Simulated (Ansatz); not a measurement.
# C3H7BFN: up Jacob's ladder to CCSD(T)

An exercise on one series of results from a longer session: the logs are not shown, and one member is left open.

Program: Ansatz 0.2.0, Gaussian basis. Level of theory: functionals in def2-TZVPP, the program's frozen cores in correlated methods. These are calculated values, not measurements.

The runs, in order: PBE-D4, r2SCAN-D4, PBE0-D4, B3LYP-D4, ωB97X-V, ωB97M-V, B2PLYP; CCSD(T)/def2-TZVPP; MP2/def2-QZVPP; extrapolation to the limit.

## The relaxed structure

All runs share one geometry, relaxed beforehand with PBE0-D4 in a triple-zeta def2 set.

SMILES `C/C(BN)=C\F`, 13 atoms, charge 0, spin multiplicity 1.

Atoms are counted from 1 here; the program's logs count them from 0.

Bond lengths: C1–C2 1.499 Å, C1–H7 1.095 Å, C1–H8 1.090 Å, C1–H9 1.095 Å, C2–B3 1.549 Å, C2–C5 1.329 Å, B3–N4 1.393 Å, B3–H10 1.200 Å, N4–H11 1.004 Å, N4–H12 1.006 Å, C5–F6 1.339 Å, C5–H13 1.084 Å. Angles: C2–C1–H7 110.7°, C2–C1–H8 112.4°, C2–C1–H9 110.8°, H7–C1–H8 107.9°, H7–C1–H9 107.0°, H8–C1–H9 107.9°, C1–C2–B3 122.6°, C1–C2–C5 121.9°, B3–C2–C5 115.5°, C2–B3–N4 121.2°, C2–B3–H10 120.6°, N4–B3–H10 118.2°, B3–N4–H11 123.0°, B3–N4–H12 123.5°, H11–N4–H12 113.5°, C2–C5–F6 123.4°, C2–C5–H13 124.9°, F6–C5–H13 111.7°.

Geometry (Å):

```xyz
13
C3H7BFN
C    -1.4242    0.3497   -0.1050
C     0.0540    0.5089    0.0852
B     1.0377   -0.6851    0.0141
N     0.5839   -1.9792   -0.2328
C     0.6081    1.6930    0.3263
F    -0.0937    2.8297    0.4198
H    -1.6461   -0.0506   -1.0994
H    -1.9611    1.2920    0.0033
H    -1.8351   -0.3567    0.6232
H     2.2153   -0.5172    0.1711
H     1.1975   -2.7728   -0.2849
H    -0.3849   -2.2101   -0.3768
H     1.6689    1.8638    0.4706
```

Set-up of the first run:

Contents of in.yaml:

```yaml
crystal:
  periodic: [false, false, false]
  atoms:
    - {symbol: C, position_ang: [-1.424224, 0.349704, -0.104977]}
    - {symbol: C, position_ang: [0.054007, 0.508931, 0.085249]}
    - {symbol: B, position_ang: [1.037726, -0.685098, 0.014065]}
    - {symbol: N, position_ang: [0.583889, -1.979231, -0.232831]}
    - {symbol: C, position_ang: [0.608097, 1.692965, 0.326286]}
    - {symbol: F, position_ang: [-0.093671, 2.829676, 0.419828]}
    - {symbol: H, position_ang: [-1.646082, -0.050608, -1.099425]}
    - {symbol: H, position_ang: [-1.961091, 1.292038, 0.003329]}
    - {symbol: H, position_ang: [-1.835120, -0.356732, 0.623222]}
    - {symbol: H, position_ang: [2.215262, -0.517197, 0.171099]}
    - {symbol: H, position_ang: [1.197496, -2.772763, -0.284887]}
    - {symbol: H, position_ang: [-0.384868, -2.210131, -0.376805]}
    - {symbol: H, position_ang: [1.668880, 1.863848, 0.470648]}
basis:
  gaussian: {orbitals: def2-TZVPP}
hamiltonian: {xc: pbe, dispersion: d4}
output: {forces: true, orbitals: {seedname: orbitals}}
```

On the command line:

```bash
> ansatz run in.yaml --threads 4 --pin off --events-out ev --progress --plain --max-ram 10444MiB
```

Among the steps run: PBE-D4 (GGA); r2SCAN-D4 (meta-GGA); PBE0-D4 (hybrid); B3LYP-D4 (hybrid); ωB97X-V (range-separated); ωB97M-V (range-separated); B2PLYP (double hybrid); CCSD(T) in def2-TZVPP; MP2 in def2-QZVPP.

One table of the session follows, with a row left open; its other results are not shown here.

It belongs to the step «Atomisation energies». 

| method | atomisation energy (kcal/mol) |
| --- | --- |
| PBE-D4 | 1302.9 |
| r2SCAN-D4 | 1271.1 |
| PBE0-D4 | 1276.6 |
| B3LYP-D4 | 1271.1 |
| ωB97X-V | 1267.5 |
| ωB97M-V | ? |
| B2PLYP | 1256.9 |
| HF/def2-TZVPP | 929.7 |
| MP2/def2-TZVPP | 1255.6 |
| CCSD/def2-TZVPP | 1211.6 |
| CCSD(T)/def2-TZVPP | 1231.0 |
| MP2/CBS | 1286.2 |
| CCSD(T)/CBS | 1261.6 |

Q: Estimate the row for ωB97M-V from the others.

As computed: atomisation energy (kcal/mol): 1271.5. In the column «atomisation energy (kcal/mol)» it lies between B3LYP-D4 (1271.1) and PBE0-D4 (1276.6).
